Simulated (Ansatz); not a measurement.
# CH8AlNSi: a ladder of functionals and wavefunction methods

An exercise on one series of results from a longer session: the logs are not shown, and one member is left open.

Program: Ansatz 0.2.0, Gaussian basis. Level of theory: functionals in def2-TZVPP, the program's frozen cores in correlated methods. These are calculated values, not measurements.

The runs, in order: LDA (SPW92), PBE-D4, revPBE-D4, BLYP-D4, r2SCAN-D4, B97M-V, PBE0-D4, B3LYP-D4, r2SCANh-D4, r2SCAN0-D4, HSE06-D4, BHLYP-D4, CAM-B3LYP-D4, LC-ωPBE, ωB97X-V, ωB97M-V, B2PLYP, PBE-QIDH; CCSD(T)/def2-SVP; CCSD(T)/def2-TZVPP; MP2/def2-QZVPP; extrapolation to the limit; RPA on PBE.

## The geometry

All runs share one geometry, relaxed beforehand with PBE0-D4 in a triple-zeta def2 set.

SMILES `[CH3][Al]([NH2])[SiH3]`, 12 atoms, charge 0, spin multiplicity 1.

Atoms are counted from 1 here; the program's logs count them from 0.

Bond lengths: C1–Al2 1.952 Å, C1–H5 1.095 Å, C1–H6 1.093 Å, C1–H7 1.095 Å, Al2–N3 1.771 Å, Al2–Si4 2.455 Å, N3–H8 1.007 Å, N3–H9 1.008 Å, Si4–H10 1.493 Å, Si4–H11 1.493 Å, Si4–H12 1.493 Å. Angles: Al2–C1–H5 111.1°, Al2–C1–H6 112.4°, Al2–C1–H7 111.1°, H5–C1–H6 107.8°, H5–C1–H7 106.5°, H6–C1–H7 107.8°, C1–Al2–N3 119.6°, C1–Al2–Si4 124.3°, N3–Al2–Si4 116.1°, Al2–N3–H8 124.5°, Al2–N3–H9 125.4°, H8–N3–H9 110.1°, Al2–Si4–H10 111.9°, Al2–Si4–H11 112.0°, Al2–Si4–H12 112.6°, H10–Si4–H11 106.2°, H10–Si4–H12 106.8°, H11–Si4–H12 106.8°.

Set-up of the first run:

The input, in.yaml:

```yaml
crystal:
  periodic: [false, false, false]
  atoms:
    - {symbol: C, position_ang: [-1.006882, 1.755473, 0.106565]}
    - {symbol: Al, position_ang: [-0.047350, 0.069835, 0.322865]}
    - {symbol: N, position_ang: [0.261268, -0.559169, 1.949526]}
    - {symbol: Si, position_ang: [0.794457, -1.292373, -1.538632]}
    - {symbol: H, position_ang: [-1.924466, 1.614577, -0.473628]}
    - {symbol: H, position_ang: [-1.283716, 2.202514, 1.065114]}
    - {symbol: H, position_ang: [-0.402064, 2.485781, -0.440422]}
    - {symbol: H, position_ang: [0.746844, -1.419511, 2.146193]}
    - {symbol: H, position_ang: [-0.017090, -0.114095, 2.809784]}
    - {symbol: H, position_ang: [1.783939, -0.547006, -2.372379]}
    - {symbol: H, position_ang: [-0.299520, -1.711577, -2.464465]}
    - {symbol: H, position_ang: [1.471481, -2.539651, -1.076522]}
basis:
  gaussian: {orbitals: def2-TZVPP}
hamiltonian: {xc: lda}
output: {orbitals: {seedname: orbitals}}
```

On the command line:

```bash
> ansatz run in.yaml --threads 4 --pin off --events-out ev --progress --plain --max-ram 10444MiB
```

Among the steps run: LDA; PBE-D4 (GGA); revPBE-D4 (GGA); BLYP-D4 (GGA); r2SCAN-D4 (meta-GGA); B97M-V (meta-GGA); B3LYP-D4 (hybrid); r2SCANh-D4 (hybrid); r2SCAN0-D4 (hybrid); HSE06-D4 (hybrid); BHLYP-D4 (hybrid); CAM-B3LYP-D4 (range-separated); LC-ωPBE (range-separated); ωB97X-V (range-separated); ωB97M-V (range-separated); B2PLYP (double hybrid); PBE-QIDH (double hybrid).

One table of the session follows, with a row left open; its other results are not shown here.

It belongs to the step «Orbital energies across the functionals». 

| functional | HOMO (eV) | gap (eV) |
| --- | --- | --- |
| LDA (SPW92) | -6.23 | 4.55 |
| PBE-D4 | -6.14 | 4.64 |
| revPBE-D4 | -6.09 | 4.67 |
| BLYP-D4 | -6.00 | 4.65 |
| r2SCAN-D4 | -6.38 | 5.11 |
| B97M-V | -6.44 | 4.99 |
| PBE0-D4 | -7.25 | 6.50 |
| B3LYP-D4 | -7.05 | 6.13 |
| r2SCANh-D4 | -6.79 | 5.78 |
| r2SCAN0-D4 | -7.40 | 6.78 |
| HSE06-D4 | ? | ? |
| BHLYP-D4 | -8.26 | 8.32 |
| CAM-B3LYP-D4 | -8.53 | 8.77 |
| LC-ωPBE | -9.84 | 11.12 |
| ωB97X-V | -9.51 | 10.68 |
| ωB97M-V | -9.28 | 10.18 |

Q: Estimate the row for HSE06-D4 from the others.

**Answer.** HOMO (eV): -6.86; gap (eV): 5.73. In the column «HOMO (eV)» it lies between B3LYP-D4 (-7.05) and r2SCANh-D4 (-6.79).
